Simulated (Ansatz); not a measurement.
**Tantalum, omega (AlB2-type) under r²SCAN: from relaxation to bulk modulus**

The plan for tantalum in the omega (AlB2-type) structure: relax it, solve it on a dense k-mesh, then scale the cell to 7 volumes from 88 to 112 % of the relaxed one and try a fit of the equation of state. Spin polarisation is left out. The k-meshes are 8×8×11 for the relaxation; 10×10×15 for the dense run; 9×9×13 for the volumes.

Method: DFT r2SCAN, plane waves (500 eV) with PAW, scalar-relativistic; the PAW data stem from PBE, with regenerated cores, in Ansatz 0.2.0.

**1. The starting structure**

Symmetry: P6/mmm, No. 191, hexagonal system. Conventional cell: a = 4.674 Å, b = 4.674 Å, c = 2.865 Å, α = 90.00°, β = 90.00°, γ = 120.00°. Around Ta (site symmetry 6/mmm) lie 14 Ta at 2.86 to 3.05 Å. Ta (site symmetry -6m2) is surrounded by 11 Ta at 2.70 to 3.05 Å.

As a file:

```
CELL_PARAMETERS angstrom
4.67351 0.00000 0.00000
-2.33676 4.04738 0.00000
0.00000 0.00000 2.86486
ATOMIC_POSITIONS crystal
Ta 0.00000 0.00000 0.00000
Ta 0.33333 0.66667 0.50000
Ta 0.66667 0.33333 0.50000
```

**2. Geometry optimisation**

Contents of input.yaml:

```yaml
crystal:
  lattice:
    - [4.6735112553, 0.0, 0.0]
    - [-2.3367556276, 4.047379472, 0.0]
    - [0.0, 0.0, 2.8648623995]
  atoms:
    - { symbol: Ta, position: [0.0, 0.0, 0.0] }
    - { symbol: Ta, position: [0.3333333333, 0.6666666667, 0.5] }
    - { symbol: Ta, position: [0.6666666667, 0.3333333333, 0.5] }
hamiltonian:
  xc: r2scan
  pseudopotentials:
    kind: paw
    azcp:
      Ta: "pseudopotentials/Ta.paw.azcp"
basis:
  ecutwfc: 500
  fft_grid_basis: typed
kpoints:
  mp_grid: { grid: [8, 8, 11], shift: [0, 0, 0] }
magnetization:
  spin_polarized: false
scf:
  occupations: { method: fermi_dirac, width: 0.1 }
relax:
  max_steps: 60
  f_tol: 0.01
  cell: {}
output:
  write_density: true
  write_potential: true
  elf: true
  volumetric_format: npy
```

On the command line:

```sh
$ ansatz run input.yaml --threads 1 --pin off --max-ram 3584MiB --backend cpu --events-out ev --progress --plain --runs-dir out
```

After this run come: Single point on a dense mesh; Volume × 0.88; Volume × 0.92; Volume × 0.96; Volume × 1.0; Volume × 1.04; Volume × 1.08; Volume × 1.12.

**Question.** What will these runs give? Wanted: space group; conventional cell; volume; shortest distance; gap on the mesh; relative to bcc; highest ELF outside the cores; V₀, B₀, B₀′.

The runs gave:

```
                      quantity                                   value
space group (spins left aside)                        P6/mmm (No. 191)
             conventional cell  a = 4.849 Å, c = 2.712 Å (c/a = 0.559)
                        volume                          18.412 Å³/atom
             shortest distance                                 2.712 Å
               gap on the mesh            none (levels filled in part)
               relative to bcc                           +221 meV/atom
 highest ELF outside the cores      0.62, 1.76 Å from the nearest atom
                   V₀, B₀, B₀′            18.401 Å³/atom, 191 GPa, 3.6
```

What this shows: From the guessed start the volume grew by 1.9 % in 5 steps. It lies 221 meV/atom above the element's reference form at the same level (bcc, from a run of its own), so it is far from stable. Levels at the Fermi energy are filled in part, as in a metal. The fitted modulus is 191 GPa; letting shape and positions relax at each volume could only lower it. The symmetry was held, so the structure may be unstable against distortions that break it.
